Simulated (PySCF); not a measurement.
# CH5BN2 (SMILES B1NCN1): levels of theory compared

Aim: a comparison of 6 runs (HF/3-21G, HF/def2-SVP, B3LYP/6-31G*, B2PLYP/6-31G**, PBE0/def2-SVP, CCSD/def2-SVP) of CH5BN2. Input form: a Python script.

The results are computed with PySCF 2.14.0.

## 1. The molecule

The species is CH5BN2 (9 atoms), meant as a singlet with charge 0. SMILES: `B1NCN1`. The shape is that of a PBE0-D4/def2-TZVP optimisation.

Bond lengths: B1–N2 1.430 Å, N2–C3 1.458 Å, B1–N4 1.430 Å, C3–N4 1.458 Å, B1–H5 1.191 Å, N2–H6 1.003 Å, C3–H7 1.097 Å, C3–H8 1.097 Å, N4–H9 1.003 Å. Some angles: B1–N2–C3 88.7°, N2–B1–N4 92.5°, N2–C3–N4 90.2°, B1–N4–C3 88.7°, B1–N2–H6 135.4°, C3–N2–H6 124.3°, N2–B1–H5 133.7°, N4–B1–H5 133.8°, N2–C3–H7 113.7°, N2–C3–H8 114.4°.

## 2. Energy and gradient at HF/3-21G (run 1)

Contents of input.py:

```python
from pyscf import gto, scf

mol = gto.M(
    atom='''
B     -1.016862     1.707934    -0.801622
N      1.443562     0.661593    -1.192228
C      0.812771    -1.327344     0.608492
N     -1.684691    -0.219586     0.970374
H     -2.096840     3.499584    -1.633857
H      3.187023     1.364382    -1.439026
H      0.793685    -3.225951    -0.221287
H      1.978354    -1.330556     2.321718
H     -3.249951    -1.217740     1.354934
''',
    verbose=4,
    spin=0,
    basis='3-21g',
    unit='bohr',
    max_memory=1860,
)

mf = scf.RHF(mol)
mf.conv_tol = 1e-10
mf.kernel()
if not mf.converged:
    mf = mf.newton().run(mf.mo_coeff, mf.mo_occ)

energy = mf.e_tot
print('Final energy', energy)
grad = mf.nuc_grad_method().kernel()
mf.analyze()
```

Command:

```
$ OMP_NUM_THREADS=1 python input.py
```

The log of the run:

```text
PySCF version 2.14.0

[... 79 lines left out ...]
One-electron Energy =                 -461.469800062319223
[... 8 lines left out ...]
MO #4   energy= -7.56271514098319  occ= 2
[... 6 lines left out ...]
MO #11  energy= -0.560026731640636 occ= 2
[... 6 lines left out ...]
MO #18  energy= 0.285558195196899  occ= 0
[... 6 lines left out ...]
MO #25  energy= 0.549318608083472  occ= 0
[... 6 lines left out ...]
MO #32  energy= 1.0831273687414    occ= 0
[... 6 lines left out ...]
MO #39  energy= 1.62189936949188   occ= 0
[... 6 lines left out ...]
MO #46  energy= 3.11763604161181   occ= 0
[... 58 lines left out ...]
Dipole moment(X, Y, Z, Debye):  0.67468, -1.11926,  0.52069
```

Wall time 3.3 s (1 thread of Intel Xeon at 2.50GHz (Skylake/Cascade Lake), shared host); peak memory 0.12 GiB.

## 3. Energy and forces at HF/def2-SVP (run 2)

Contents of job.py:

```python
from pyscf import gto, scf

system = gto.M(
    atom=[
    ('B', (-0.538100, 0.903800, -0.424200)),
    ('N', (0.763900, 0.350100, -0.630900)),
    ('C', (0.430100, -0.702400, 0.322000)),
    ('N', (-0.891500, -0.116200, 0.513500)),
    ('H', (-1.109600, 1.851900, -0.864600)),
    ('H', (1.686500, 0.722000, -0.761500)),
    ('H', (0.420000, -1.707100, -0.117100)),
    ('H', (1.046900, -0.704100, 1.228600)),
    ('H', (-1.719800, -0.644400, 0.717000)),
],
    verbose=3,
    basis='def2-svp',
    max_memory=1860,
)

hf = scf.RHF(system)
hf.conv_tol = 1e-10
hf.kernel()
if not hf.converged:
    hf = hf.newton().run(hf.mo_coeff, hf.mo_occ)

e_tot = hf.e_tot
print('E = %.10f Eh' % e_tot)
grad = hf.nuc_grad_method().kernel()
dip = hf.dip_moment()
pop, q = hf.mulliken_pop()
```

Command:

```
$ OMP_NUM_THREADS=1 python job.py
```

The log of the run:

```text
converged SCF energy = -174.254040413674
[... 9 lines left out ...]
Dipole moment(X, Y, Z, Debye):  0.60160, -0.99807,  0.46429
[... 91 lines left out ...]
charge of    8H =      0.13171
```

It took 9.9 s on 1 thread of Intel Xeon at 2.50GHz (Skylake/Cascade Lake), shared host; peak memory 0.16 GiB.

## 4. Energy and gradient at B3LYP/6-31G(d) (Cartesian functions) (run 3)

Contents of job.py:

```python
# B1NCN1
from pyscf import gto, dft

system = gto.M(
    atom='''
B     -0.538100     0.903800    -0.424200
N      0.763900     0.350100    -0.630900
C      0.430100    -0.702400     0.322000
N     -0.891500    -0.116200     0.513500
H     -1.109600     1.851900    -0.864600
H      1.686500     0.722000    -0.761500
H      0.420000    -1.707100    -0.117100
H      1.046900    -0.704100     1.228600
H     -1.719800    -0.644400     0.717000
''',
    cart=True,
    charge=0,
    verbose=4,
    basis='6-31g*',
    max_memory=1860,
    spin=0,
)

mf = dft.RKS(system, xc='b3lyp')
mf.grids.level = 5
mf.conv_tol = 1e-10
mf.kernel()
if not mf.converged:
    mf = mf.newton().run(mf.mo_coeff, mf.mo_occ)

e_tot = mf.e_tot
print('E(%s) = %.9f' % ('B3LYP', e_tot))
grad = mf.nuc_grad_method().kernel()
dip = mf.dip_moment()
pop, q = mf.mulliken_pop()
```

Command:

```
$ OMP_NUM_THREADS=1 python job.py
```

The log of the run:

```text
PySCF version 2.14.0

[... 78 lines left out ...]
converged SCF energy = -175.48794729909
[... 13 lines left out ...]
Dipole moment(X, Y, Z, Debye):  0.69517, -1.15337,  0.53639
[... 80 lines left out ...]
charge of    8H =      0.30230
```

Run time: 41 s. Hardware: 1 thread of Intel Xeon at 2.50GHz (Skylake/Cascade Lake), shared host; peak memory 0.71 GiB.

Runs 4 to 5 aren't shown in full; the table further down has their settings and results.

## 5. The energy at CCSD/def2-SVP (run 6)

Contents of calc.py:

```python
from pyscf import gto, cc

mol = gto.M(
    atom='''
B       -0.538100       0.903800      -0.424200
N        0.763900       0.350100      -0.630900
C        0.430100      -0.702400       0.322000
N       -0.891500      -0.116200       0.513500
H       -1.109600       1.851900      -0.864600
H        1.686500       0.722000      -0.761500
H        0.420000      -1.707100      -0.117100
H        1.046900      -0.704100       1.228600
H       -1.719800      -0.644400       0.717000
''',
    basis='def2-svp',
    verbose=3,
    max_memory=1860,
    spin=0,
)

mf = mol.RHF()
mf.conv_tol = 1e-10
mf.kernel()
if not mf.converged:
    mf = mf.newton().run(mf.mo_coeff, mf.mo_occ)

mycc = cc.CCSD(mf, frozen=4)
mycc.kernel()
e_final = mycc.e_tot
print('E = %.10f Eh' % e_final)
mf.analyze()
```

Command:

```
$ OMP_NUM_THREADS=1 python calc.py
```

The log of the run:

```text
converged SCF energy = -174.254040413674
[... 3 lines left out ...]
MO #1   energy= -15.5275007830556  occ= 2
[... 9 lines left out ...]
MO #11  energy= -0.567954214137611 occ= 2
[... 9 lines left out ...]
MO #21  energy= 0.282052639417772  occ= 0
[... 9 lines left out ...]
MO #31  energy= 0.72889945104255   occ= 0
[... 9 lines left out ...]
MO #41  energy= 1.14116402776964   occ= 0
[... 9 lines left out ...]
MO #51  energy= 1.69873048953491   occ= 0
[... 9 lines left out ...]
MO #61  energy= 2.17837116392626   occ= 0
[... 9 lines left out ...]
MO #71  energy= 2.97853642586295   occ= 0
[... 9 lines left out ...]
MO #81  energy= 3.98232983756496   occ= 0
[... 10 lines left out ...]
Dipole moment(X, Y, Z, Debye):  0.60160, -0.99807,  0.46429
```

Wall time 16 s (1 thread of Intel Xeon at 2.50GHz (Skylake/Cascade Lake), shared host); peak memory 0.4 GiB.

## 6. The series

```
run                                 level  Cartesian functions  integration grid  energy (Eh)  dipole moment (D) of the reference  HOMO energy (eV)  LUMO energy (eV)  wall time
  1                              HF/3-21G                   no                 –  -173.408565                                1.41            -10.15              5.53      3.3 s
  2                           HF/def2-SVP                   no                 –  -174.254040                                1.25            -10.33              4.91      9.9 s
  3    B3LYP/6-31G* (Cartesian functions)                  yes                 5  -175.487947                                1.45             -6.32              1.58       41 s
  4  B2PLYP/6-31G** (spherical functions)                   no                 5  -175.303169                                1.30             -7.92              3.19       32 s
  5                         PBE0/def2-SVP                   no                 5  -175.154545                                1.56             -6.78              1.45       46 s
  6                         CCSD/def2-SVP                   no                 –  -174.842475                                1.25            -10.33              4.91       16 s
```

## 7. Outcome

| quantity | value |
| --- | --- |
| run 6: total energy | -174.84247 Eh |
| run 6: dipole moment (Hartree–Fock density) | 1.25 D |
| run 6: HOMO energy (Hartree–Fock orbitals) | -10.33 eV |
| run 6: LUMO energy (Hartree–Fock orbitals) | 4.91 eV |
| run 6: HOMO–LUMO gap (Hartree–Fock orbitals) | 15.24 eV |
| run 6: correlation energy (4 core orbitals frozen) | -588.4 mEh |
| run 6: T1 diagnostic | 0.014 |

What this shows: Over runs 1, 2, 3, 4, 5 the dipole moment (its size) runs from 1.25 D (HF/def2-SVP) to 1.56 D (PBE0/def2-SVP). Over runs 1, 2, 3, 4, 5 the HOMO–LUMO gap runs from 7.90 eV (B3LYP/6-31G*) to 15.68 eV (HF/3-21G). The two ends differ in method and basis. Totals of different functionals can't be ranked against each other. All runs together took 2.5 min, the longest 46 s.
